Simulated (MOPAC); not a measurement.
# PM7- (COSMO acetonitrile) run of CH2BFO (SMILES FC1BO1)

Aim: an optimisation with harmonic vibrations of CH2BFO. 

The calculation is run with MOPAC 23.2.5.

6 further runs of the same task are left out: 1 that didn't finish, 5 set aside as unsound or not needed.

## Step 1: The structure to begin with

CH2BFO: 6 atoms, total charge 0, spin state singlet. As SMILES, `FC1BO1`. The shape is that of a GFN2-xTB optimisation. The run starts from this shape.

Bond lengths: F1–C2 1.366 Å, C2–B3 1.511 Å, C2–O4 1.427 Å, B3–O4 1.322 Å, C2–H5 1.085 Å, B3–H6 1.148 Å. Angles: F1–C2–B3 120.5°, F1–C2–O4 112.5°, B3–C2–O4 53.4°, C2–B3–O4 60.1°, C2–O4–B3 66.6°, F1–C2–H5 109.3°, B3–C2–H5 129.6°, O4–C2–H5 114.5°, C2–B3–H6 158.6°, O4–B3–H6 141.2°.

## Step 2: An optimisation with harmonic vibrations at PM7- (COSMO acetonitrile)

Input file calc.mop:

```
PM7- CYCLES=200 EPS=35.7 SINGLET GNORM=0.05 THREADS=1 AUX(PRECISION=6)
CH2BFO

F     0.000000  0    0.000000  0    0.000000  0   0   0   0
C     1.366302  1    0.000000  0    0.000000  0   1   0   0
B     1.511005  1  120.493960  1    0.000000  0   2   1   0
O     1.321857  1   60.055620  1  -96.591510  1   3   2   1
H     1.084550  1  109.282570  1 -128.291550  1   2   1   4
H     1.147959  1  141.233960  1 -177.043230  1   3   4   2

PM7- CHARGE=0 OLDGEO THERMO SINGLET FORCE EPS=35.7 AUX(PRECISION=9) THREADS=1
vibrations at the optimised geometry
```

Command:

```console
$ mopac calc.mop
```

Q: Predict the results. Wanted: HOMO energy; LUMO energy; HOMO–LUMO gap; heat of formation; lowest harmonic wavenumber; highest harmonic wavenumber; zero-point energy.

**Answer.** As computed:

Level: PM7- (COSMO acetonitrile).

| quantity | value |
| --- | --- |
| HOMO energy | -10.67 eV |
| LUMO energy | -0.60 eV |
| HOMO–LUMO gap | 10.06 eV |
| heat of formation | -76.7 kcal/mol |
| lowest harmonic wavenumber | 321 cm⁻¹ |
| highest harmonic wavenumber | 2743 cm⁻¹ |
| zero-point energy | 84.7 kJ/mol |

In words: At the final geometry: Bond lengths: F1–C2 1.340 Å, C2–B3 1.566 Å, C2–O4 1.435 Å, B3–O4 1.426 Å, C2–H5 1.101 Å, B3–H6 1.153 Å. Angles: F1–C2–B3 115.4°, F1–C2–O4 108.7°, B3–C2–O4 56.6°, C2–B3–O4 57.1°, C2–O4–B3 66.3°, F1–C2–H5 112.9°, B3–C2–H5 130.7°, O4–C2–H5 115.3°, C2–B3–H6 157.8°, O4–B3–H6 145.1°. The optimisation stopped short of its gradient threshold. All 12 modes are real. The vibrations are taken at a shape not relaxed at this level, so they aren't the harmonic values of a minimum.
